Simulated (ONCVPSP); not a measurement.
**An ONCV potential for La, from input to tests**

Task: generate the file, and judge it by its errors in other configurations, its logarithmic derivatives, its ghosts and its cutoff.

The numbers are computed with ONCVPSP 4.0.1 (LDA (Perdew-Wang 92), scalar-relativistic, spin-unpolarised reference atom).

**1. Starting point**

Typed settings, in words:

| Quantity | Value |
| --- | --- |
| element | lanthanum (La, Z = 57) |
| type | optimised norm-conserving Vanderbilt (ONCV) |
| frozen core | [Kr] |
| valence charge | 21 |
| reference configuration | 4d10 5s2 5p6 5d1 6s1.75 (charge +0.25) |
| partial waves | 5s+6s: rc 2.50 bohr, ncon 3, nbas 7, qcut 5.2 1/bohr, 2 projectors; 5p: rc 1.80 bohr, ncon 5, nbas 9, qcut 5.5 1/bohr, 2 projectors, debl 0.7 Ha; 4d+5d: rc 1.25 bohr, ncon 4, nbas 9, qcut 14.7 1/bohr, 2 projectors; f scattering state at 0.06 Ha: rc 2.15 bohr, ncon 4, nbas 7, qcut 5.5 1/bohr, 3 projectors, debl 3.6 Ha |
| local potential | polynomial inside 0.90 bohr (lpopt 5, dvloc0 -1 Ha) |
| core correction | Teter function, fcfact 3, rcfact 1.35 |

**2. Generation**

File La.dat:

```
# ATOM AND REFERENCE CONFIGURATION
# atsym  z   nc   nv     iexc    psfile
  La 57.00    8    5  -001012      upf
#
#   n    l    f
    1    0    2.00
    2    0    2.00
    2    1    6.00
    3    0    2.00
    3    1    6.00
    3    2   10.00
    4    0    2.00
    4    1    6.00
    4    2   10.00
    5    0    2.00
    5    1    6.00
    5    2    1.00
    6    0    1.75
#
# PSEUDOPOTENTIAL AND OPTIMIZATION
# lmax
    3
#
#   l,   rc,      ep,       ncon, nbas, qcut
    0    2.50    0.00    3    7    5.20
    1    1.80    0.00    5    9    5.50
    2    1.25    0.00    4    9   14.70
    3    2.15    0.06    4    7    5.50
#
# LOCAL POTENTIAL
# lloc, lpopt,  rc(5),   dvloc0
    4    5    0.90   -1.00
#
# VANDERBILT-KLEINMAN-BYLANDER PROJECTORs
# l, nproj, debl
    0    2    3.20
    1    2    0.70
    2    2    2.60
    3    3    3.60
#
# MODEL CORE CHARGE
# icmod, fcfact, rcfact
    3    3.00    1.35
#
# LOG DERIVATIVE ANALYSIS
# epsh1, epsh2, depsh
   -5.00    5.00    0.04
#
# OUTPUT GRID
# rlmax, drl
    6.00    0.01
#
# TEST CONFIGURATIONS
# ncnf
    4
# nvcnf
#   n    l    f
    5
    4    2   10.00
    5    0    2.00
    5    1    6.00
    5    2    1.00
    6    0    2.00
#
    5
    4    2   10.00
    5    0    2.00
    5    1    6.00
    5    2    1.00
    6    0    1.00
#
    5
    4    2   10.00
    5    0    2.00
    5    1    6.00
    5    2    1.00
    6    0    0.00
#
    5
    4    2   10.00
    5    0    2.00
    5    1    5.00
    5    2    1.00
    6    0    2.00
#
```

On the command line:

```console
$ oncvpsp.x < La.dat > La.out
```

Before running it: what results should come out? Wanted: cutoffs for 1 and 0.1 mHa per electron, occupied waves; bound ghosts; GHOST(+) flags; largest miss of a reference level; largest test error; largest phase difference near zero energy, channels read; rms error of d²Exc/dn², without and with the model core; projector energies reset by the program.

As calculated:

| quantity | value |
| --- | --- |
| cutoffs for 1 and 0.1 mHa per electron, occupied waves | 70 Ha and 80 Ha |
| bound ghosts | s at -351.22 eV, p at -89.77 eV |
| GHOST(+) flags | none at low energy (1 near or above the test basis's cutoff) |
| largest miss of a reference level | 17 meV (4d) |
| largest test error (AE − PS) | -4.7 meV, for 4d10 5s2 5p5 5d1 6s2 |
| largest phase difference near zero energy, channels read | 0.021 rad |
| rms error of d²Exc/dn², without and with the model core | 4.29 and 2.11 mHa |
| projector energies reset by the program | p: -0.876, 0.250 Ha; f: -0.219, 3.381, 6.981 Ha |

What this shows: It has a bound ghost (s, p), a state that the atom doesn't have, and that rules the file out. The worst unpolarised test, 4d10 5s2 5p5 5d1 6s2, is off by 4.7 meV on 26.0 eV; by total energies transferability rates as very good. Atomic tests can pass in spite of a ghost, since they solve only for the levels asked. It counts as very hard, with 70 Ha needed at the looser tolerance. At the looser tolerance the 4d wave is the slowest; 5d needs 59 Ha. Near zero energy the phases of the channels with partial waves that could be evaluated agree within 0.021 rad.
